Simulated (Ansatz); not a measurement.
# CH6AlNOSi: the cost of one run

Program: the Python package of Ansatz 0.2.0. Level of theory: Hartree-Fock/cc-pVDZ. These are calculated values, not measurements.

### Step 1. Starting point

Bond lengths: Al1–O2 1.853 Å, O2–C3 1.374 Å, C3–N4 1.381 Å, N4–Si5 1.782 Å, Al1–H6 1.650 Å, Al1–H7 1.553 Å, C3–H8 1.081 Å, Si5–H9 1.529 Å, Si5–H10 1.468 Å, Si5–H11 1.465 Å. Angles: Al1–O2–C3 119.9°, O2–Al1–H6 117.0°, O2–Al1–H7 121.8°, H6–Al1–H7 121.1°, O2–C3–N4 122.9°, O2–C3–H8 124.0°, N4–C3–H8 112.9°, C3–N4–Si5 119.3°, N4–Si5–H9 110.5°, N4–Si5–H10 108.2°, N4–Si5–H11 112.4°, H9–Si5–H10 107.0°, H9–Si5–H11 107.8°, H10–Si5–H11 110.8°.

The script holds or builds the structure itself.

### Step 2. Script

spin_ch6alnosi.py reads:

```python
"""Gap between spin states of CH6AlNOSi at one geometry."""

import ansatz as az

mol = (
    az.Crystal.molecule()
    .atom("Al", (-1.9968, -1.7257, 0.2962))
    .atom("O", (-0.6877, -0.4237, 0.1352))
    .atom("C", (0.5117, -0.7283, -0.4617))
    .atom("N", (1.5567, 0.17, -0.5472))
    .atom("Si", (1.3221, 1.8405, 0.0286))
    .atom("H", (-3.4348, -1.2629, 0.9598))
    .atom("H", (-1.7955, -3.1613, -0.2615))
    .atom("H", (0.7673, -1.7087, -0.8376))
    .atom("H", (1.0596, 1.855, 1.535))
    .atom("H", (2.5683, 2.5827, -0.1966))
    .atom("H", (0.1944, 2.5054, -0.6297))
)

calculation = (
    mol.calculation()
    .basis(gaussian="cc-pVDZ")
    .functional("hf")
)
found = {}
for unpaired in [0, 2]:
    report = calculation.spin("collinear", total=unpaired).run(threads=1).report
    s = unpaired / 2
    found[unpaired] = report["free_energy_ev"]
    print(f"2S+1 = {unpaired + 1}: E = {found[unpaired]:.5f} eV, <S^2> = {abs(report['mean_field']['state']['spin_squared']):.3f} (pure state {s * (s + 1):.2f})")
lowest = min(found, key=found.get)
for unpaired, e in found.items():
    print(f"multiplicity {unpaired + 1}: {23.060548 * (e - found[lowest]):.1f} kcal/mol above the lowest")
```

### Step 3. The input behind the calls

The engine receives this input (first run):

```yaml
crystal:
  periodic: [false, false, false]
  atoms:
    - { symbol: Al, position_ang: [-1.9968, -1.7257, 0.2962] }
    - { symbol: O, position_ang: [-0.6877, -0.4237, 0.1352] }
    - { symbol: C, position_ang: [0.5117, -0.7283, -0.4617] }
    - { symbol: "N", position_ang: [1.5567, 0.17, -0.5472] }
    - { symbol: Si, position_ang: [1.3221, 1.8405, 0.0286] }
    - { symbol: H, position_ang: [-3.4348, -1.2629, 0.9598] }
    - { symbol: H, position_ang: [-1.7955, -3.1613, -0.2615] }
    - { symbol: H, position_ang: [0.7673, -1.7087, -0.8376] }
    - { symbol: H, position_ang: [1.0596, 1.855, 1.535] }
    - { symbol: H, position_ang: [2.5683, 2.5827, -0.1966] }
    - { symbol: H, position_ang: [0.1944, 2.5054, -0.6297] }
basis:
  gaussian:
    orbitals: cc-pVDZ
hamiltonian:
  xc: hf
magnetization:
  spin_polarized: true
  initial_magnetization: 0.0
```

### Step 4. The run

Started as:

```console
> python spin_ch6alnosi.py
```

**Question.** How long does this script take on 1 thread of Arm Neoverse V2, shared host, and how much memory does it need?

About 23 s, with a peak of 0.4 GiB.
